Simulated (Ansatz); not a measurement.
**BH₂NZn: single points off equilibrium**

One table from this session's results is given with a row withheld; the runs are named, their logs left out.

Computed with Ansatz 0.2.0, Gaussian basis. Level: single points in def2-TZVPP.

Cores are frozen in the correlated methods. The 3s and 3p shells of Cu and Zn are frozen; filled d shells are correlated.

**Where the work starts**

SMILES `B=[N][ZnH]`, 5 atoms, charge 0, spin multiplicity 1.

Atoms are counted from 1 here; the program's logs count them from 0.

Bond lengths: B1–N2 1.273 Å, B1–H4 1.144 Å, N2–Zn3 1.798 Å, Zn3–H5 1.435 Å. Angles: N2–B1–H4 177.1°, B1–N2–Zn3 175.2°, N2–Zn3–H5 172.1°.

Coordinates:

```xyz
5
BH2NZn
B    -1.4749   -0.3002   -0.3841
N    -0.3014    0.0007    0.0063
Zn    1.4094    0.3316    0.4510
H    -2.5086   -0.5797   -0.7876
H     2.8194    0.5354    0.6240
```

Set-up of the first run:

run/in.yaml reads:

```yaml
crystal:
  periodic: [false, false, false]
  atoms:
    - {symbol: B, position_ang: [-1.474900, -0.300200, -0.384100]}
    - {symbol: N, position_ang: [-0.301400, 0.000700, 0.006300]}
    - {symbol: Zn, position_ang: [1.409400, 0.331600, 0.451000]}
    - {symbol: H, position_ang: [-2.508600, -0.579700, -0.787600]}
    - {symbol: H, position_ang: [2.819400, 0.535400, 0.624000]}
basis:
  gaussian: {orbitals: def2-TZVPP}
correlation: {method: ccsd_t, frozen_orbitals: {B: 1, H: 0, "N": 1, Zn: 9}}
output: {forces: true}
```

No record of the launch command was kept for these runs.

Steps of the session up to this table: CCSD(T)/def2-TZVPP; PBE0-D4/def2-TZVPP; wB97M-V/def2-TZVPP; r2SCAN-D4/def2-TZVPP; PBE-D4/def2-TZVPP; BHLYP-D4/def2-TZVPP; BLYP-D4/def2-TZVPP.

One table of the session follows, with a row left open; its other results are not shown here.

| method | RMS force component (eV/Å) | angle to CCSD(T) forces (°) | dipole (D) |
| --- | --- | --- | --- |
| CCSD(T) | 0.726 | reference | 0.20 |
| PBE0-D4 | 0.984 | 8.8 | 0.24 |
| wB97M-V | 0.975 | 12.9 | 0.27 |
| r2SCAN-D4 | 0.839 | 8.4 | 0.21 |
| PBE-D4 | 0.767 | 4.1 | 0.14 |
| BHLYP-D4 | 1.203 | 18.1 | 0.39 |
| BLYP-D4 | ? | ? | ? |

**Question.** Estimate the row for BLYP-D4.

As computed: RMS force component (eV/Å): 0.740; angle to CCSD(T) forces (°): 4.2; dipole (D): 0.14. In the column «RMS force component (eV/Å)» it lies between CCSD(T) (0.726) and PBE-D4 (0.767).
